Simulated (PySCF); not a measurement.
**Si2H6O2 (SMILES O[SiH2][SiH2]O): levels of theory compared**

Aim: a comparison of 6 runs (HF/STO-3G, HF/3-21G, HF/cc-pVTZ, B3LYP/6-31G*, B3LYP/6-31G**) of Si2H6O2. Input form: a Python script.

The calculation is run with PySCF 2.14.0.

### 1 The structure to begin with

The species is Si2H6O2 (10 atoms), meant as a singlet with charge 0. As SMILES, `O[SiH2][SiH2]O`. The shape is that of a PBE0-D4/def2-TZVP optimisation. This is one conformer, not always the lowest.

Bond lengths: O1–Si2 1.656 Å, Si2–Si3 2.357 Å, Si3–O4 1.656 Å, O1–H5 0.958 Å, Si2–H6 1.487 Å, Si2–H7 1.494 Å, Si3–H8 1.493 Å, Si3–H9 1.487 Å, O4–H10 0.958 Å. Some angles: O1–Si2–Si3 112.1°, Si2–Si3–O4 112.1°, O1–Si2–H6 105.4°, O1–Si2–H7 111.3°, Si3–Si2–H6 110.5°, Si3–Si2–H7 109.5°, Si2–O1–H5 117.4°, Si2–Si3–H8 109.5°, Si2–Si3–H9 110.5°, O4–Si3–H8 111.3°.

### 2 Energy and gradient at HF/STO-3G (run 1)

input.py reads:

```python
import pyscf.grad
from pyscf import gto

system = gto.M(
    atom='''
O   -1.023300   1.887700   1.029000
Si   0.114300   0.686000   0.959700
Si  -0.148600  -0.673600  -0.947700
O    0.987200  -1.877000  -1.014900
H   -1.013300   2.545500   0.332800
H   -0.079100  -0.112900   2.199100
H    1.498300   1.246700   0.986300
H   -1.533500  -1.232000  -0.975500
H    0.047500   0.124300  -2.187300
H    0.975700  -2.534100  -0.318000
''',
    verbose=4,
    max_memory=1860,
    spin=0,
    basis='sto-3g',
)

mf = system.RHF()
mf.conv_tol = 1e-10
mf.kernel()
if not mf.converged:
    mf = mf.newton().run(mf.mo_coeff, mf.mo_occ)

etot = mf.e_tot
print(f'total energy: {etot:.8f} hartree')
grad = mf.Gradients().kernel()
mf.analyze()
```

Started as:

```console
$ OMP_NUM_THREADS=1 python input.py
```

The log of the run:

```text
PySCF version 2.14.0

[... 63 lines left out ...]
total energy: -722.39529352 hartree
[... 16 lines left out ...]
Two-electron Coulomb Energy =          564.536616415669187
[... 6 lines left out ...]
MO #4   energy= -20.1757459334867  occ= 2
[... 4 lines left out ...]
MO #9   energy= -3.99776620497797  occ= 2
[... 4 lines left out ...]
MO #14  energy= -1.23428020977514  occ= 2
[... 4 lines left out ...]
MO #19  energy= -0.452423264041446 occ= 2
[... 4 lines left out ...]
MO #24  energy= -0.354945828071575 occ= 2
[... 4 lines left out ...]
MO #29  energy= 0.518765167984563  occ= 0
[... 4 lines left out ...]
MO #34  energy= 0.765172204731095  occ= 0
[... 47 lines left out ...]
Dipole moment(X, Y, Z, Debye): -0.00102,  0.00196, -0.00123
```

Wall time 3.6 s (1 thread of Intel Xeon at 2.70GHz, shared host); peak memory 0.12 GiB.

### 3 Energy and gradient at HF/3-21G (run 2)

input.py reads:

```python
# O[SiH2][SiH2]O
from pyscf import gto, scf

mol = gto.M(
    atom='''
O     -1.023300     1.887700     1.029000
Si     0.114300     0.686000     0.959700
Si    -0.148600    -0.673600    -0.947700
O      0.987200    -1.877000    -1.014900
H     -1.013300     2.545500     0.332800
H     -0.079100    -0.112900     2.199100
H      1.498300     1.246700     0.986300
H     -1.533500    -1.232000    -0.975500
H      0.047500     0.124300    -2.187300
H      0.975700    -2.534100    -0.318000
''',
    max_memory=1860,
    spin=0,
    basis='3-21g',
    verbose=4,
)

mf = scf.RHF(mol)
mf.conv_tol = 1e-10
mf.kernel()
if not mf.converged:
    mf = mf.newton().run(mf.mo_coeff, mf.mo_occ)

energy = mf.e_tot
print(f'total energy: {energy:.8f} hartree')
grad = mf.nuc_grad_method().kernel()
dip = mf.dip_moment()
pop, q = mf.mulliken_pop()
```

Started as:

```console
$ OMP_NUM_THREADS=1 python input.py
```

The log of the run:

```text
PySCF version 2.14.0

[... 62 lines left out ...]
converged SCF energy = -727.214219167634
total energy: -727.21421917 hartree
[... 11 lines left out ...]
Dipole moment(X, Y, Z, Debye): -0.00168,  0.00250, -0.00086
[... 67 lines left out ...]
charge of    9H =      0.40349
```

It took 3.9 s on 1 thread of Intel Xeon at 2.70GHz, shared host; peak memory 0.13 GiB.

Runs 3 to 5 aren't shown in full; the table further down has their settings and results.

### 4 Energy and gradient at B3LYP/6-31G(d,p) (spherical functions) (run 6)

geometry.xyz reads:

```xyz
10
H6O2Si2
O     -1.023300     1.887700     1.029000
Si     0.114300     0.686000     0.959700
Si    -0.148600    -0.673600    -0.947700
O      0.987200    -1.877000    -1.014900
H     -1.013300     2.545500     0.332800
H     -0.079100    -0.112900     2.199100
H      1.498300     1.246700     0.986300
H     -1.533500    -1.232000    -0.975500
H      0.047500     0.124300    -2.187300
H      0.975700    -2.534100    -0.318000
```

run.py reads:

```python
import pyscf.grad
from pyscf import gto, dft

molecule = gto.M(
    atom='geometry.xyz',
    max_memory=1860,
    basis='6-31g**',
    verbose=3,
    charge=0,
)

mf = dft.RKS(molecule)
mf.xc = 'b3lyp'
mf.conv_tol = 1e-10
mf.grids.level = 5
mf.kernel()
if not mf.converged:
    mf = mf.newton().run(mf.mo_coeff, mf.mo_occ)

e_tot = mf.e_tot
print(f'total energy: {e_tot:.8f} hartree')
grad = mf.Gradients().kernel()
dip = mf.dip_moment()
pop, q = mf.mulliken_pop()
```

Started as:

```console
$ OMP_NUM_THREADS=1 python run.py
```

The log of the run:

```text
converged SCF energy = -733.107623057939
total energy: -733.10762306 hartree
[... 8 lines left out ...]
Dipole moment(X, Y, Z, Debye): -0.00163,  0.00149, -0.00034
[... 105 lines left out ...]
charge of    9H =      0.32234
```

It took 58 s on 1 thread of Intel Xeon at 2.70GHz, shared host; peak memory 0.93 GiB.

### 5 Overview of the runs

```csv
run,level,integration grid,Cartesian functions,energy (Eh),dipole moment (D),HOMO energy (eV),LUMO energy (eV),wall time
1,HF/STO-3G,–,no,-722.395294,0.00,-7.38,10.61,3.6 s
2,HF/3-21G,–,no,-727.214219,0.00,-10.24,2.72,3.9 s
3,HF/cc-pVTZ,–,no,-731.255215,0.00,-10.40,2.37,4.4 min
4,B3LYP/6-31G* (spherical functions),5,no,-733.090606,0.00,-7.03,-0.79,44 s
5,B3LYP/6-31G* (Cartesian functions),5,yes,-733.096725,0.00,-7.03,-0.82,44 s
6,B3LYP/6-31G** (spherical functions),5,no,-733.107623,0.00,-7.02,-0.79,58 s
```

### 6 Results

| quantity | value |
| --- | --- |
| run 6: total energy | -733.10762 Eh |
| run 6: dipole moment | 0.00 D |
| run 6: HOMO energy | -7.02 eV |
| run 6: LUMO energy | -0.79 eV |
| run 6: HOMO–LUMO gap | 6.23 eV |
| run 6: largest force on an atom | 0.536 eV/Å |

**Reading.** The HOMO–LUMO gap runs from 6.22 eV (B3LYP/6-31G*) to 17.99 eV (HF/STO-3G). The two ends differ in method and basis. In run 1 the basis is minimal, so the values are rough. All runs together took 7 min, the longest 4.4 min.
